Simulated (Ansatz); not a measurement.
# Li: the cost of one run

Program: Ansatz 0.2.0. Level of theory: DFT PBE, scalar-relativistic, plane waves, PAW. These are calculated values, not measurements.

### 1 The structure to begin with

It takes space group P4/mmm (No. 123, tetragonal). Conventional cell: a = 3.500 Å, b = 3.500 Å, c = 30.500 Å, α = 90.00°, β = 90.00°, γ = 90.00°. Li (site symmetry 4mm) is surrounded by 4 Li at 3.03 Å. Around Li (site symmetry 4mm) lie 8 Li at 3.03 Å. Li (site symmetry 4/mmm) is surrounded by 8 Li at 3.03 Å.

Coordinates:

```
Li
1.0
     3.50000    0.00000    0.00000
     0.00000    3.50000    0.00000
     0.00000    0.00000   30.50000
Li
7
Cartesian
  1.7500 1.7500 10.0000
  0.0000 0.0000 11.7500
  1.7500 1.7500 13.5000
  0.0000 0.0000 15.2500
  1.7500 1.7500 17.0000
  0.0000 0.0000 18.7500
  1.7500 1.7500 20.5000
```

Slab cut from the bulk at the bulk's listed lattice constants, lower half held.

### 2 Relaxing the atoms

input.yaml reads:

```yaml
crystal:
  lattice:
    - [3.5, 0.0, 0.0]
    - [0.0, 3.5, 0.0]
    - [0.0, 0.0, 30.50000021]
  atoms:
    - { symbol: Li, position: [0.5, 0.5, 0.3278688502] }
    - { symbol: Li, position: [0.0, 0.0, 0.3852459001] }
    - { symbol: Li, position: [0.5, 0.5, 0.4426229501] }
    - { symbol: Li, position: [0.0, 0.0, 0.5] }
    - { symbol: Li, position: [0.5, 0.5, 0.5573770499] }
    - { symbol: Li, position: [0.0, 0.0, 0.6147540999] }
    - { symbol: Li, position: [0.5, 0.5, 0.6721311498] }
basis:
  ecutwfc: 420
  fft_grid_basis: typed
kpoints:
  mp_grid: { grid: [7, 7, 1] }
hamiltonian:
  xc: pbe
scf:
  occupations: { method: gaussian, width: 0.1 }
output:
  forces: true
  eigenvalues: true
efield:
  axis: 3
  dipole_correction: true
  ramp_width: 0.04
relax:
  adjacent_minimum: "off"
  f_tol: 0.04
  max_steps: 40
  constraints: [{ sites: [0, 1, 2] }]
```

Launch:

```console
$ ansatz run input.yaml --threads 4 --pin off --max-ram 5898MiB --backend cpu --events-out ev --progress --plain --runs-dir out
```

**Question.** How long does this run take on 4 threads of Arm Neoverse N1, shared host, and how much memory does it need?

About 11 s, with a peak of 0.54 GiB.
